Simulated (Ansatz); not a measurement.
Input of an Ansatz 0.2.0 run:

File input.yaml:

```yaml
crystal:
  lattice:
    - [1.2893368271, 0.7443989642, 9.9743618604]
    - [-1.2893368271, 0.7443989642, 9.9743618604]
    - [0.0, -1.4887979284, 9.9743618604]
  atoms:
    - { symbol: Co, position: [0.401145, 0.401145, 0.401145], spin: 2.0 }
    - { symbol: Co, position: [0.799679, 0.799679, 0.799679], spin: 2.0 }
    - { symbol: Co, position: [0.200321, 0.200321, 0.200321], spin: 2.0 }
    - { symbol: Co, position: [0.598855, 0.598855, 0.598855], spin: 2.0 }
    - { symbol: Al, position: [0.0, 0.0, 0.0] }
hamiltonian:
  xc: r2scan
  pseudopotentials: { kind: paw }
magnetization:
  spin_polarized: true
kpoints:
  mp_grid: { grid: [12, 12, 12] }
scf:
  occupations: { method: fermi_dirac, width: 0.05 }
output:
  forces: true
  stress: true
  eigenvalues: true
relax:
  f_tol: 0.01
  max_steps: 40
  cell: { stress_tol: 0.05 }
```

Potentials or basis: Ansatz PAW.

Run with:

```console
$ ansatz run input.yaml --threads 2 --pin off --max-ram 5632MiB --backend cpu --events-out ev --progress --plain --runs-dir out
```

Task: Estimate the absolute moment.

Result: 8.01 μB per cell.

Task: What does it give for the space group after relaxing (to 0.05 Å)?

Result: R-3m (No. 166).

Task: What does it give for the relaxed volume?

Result: 11.44 Å³/atom.

Step by step:
| step | energy change (eV) | largest force (eV/Å) | volume (Å³) |
| --- | --- | --- | --- |
| 1 | 0.0000 | 0.1317 | 57.44 |
| 2 | -0.0075 | 0.0719 | 57.28 |
| 3 | -0.0092 | 0.0063 | 57.21 |
| 4 | -0.0090 | 0.0063 | 57.21 |

Caveat: the magnetic or orbital state may not be the lowest; the plane-wave basis is chosen anew once the cell has moved, so the energies of steps on either side of that aren't comparable; the PAW data sets come from PBE, with cores solved anew for the run's functional, which leaves a small shift of forces and pressure.
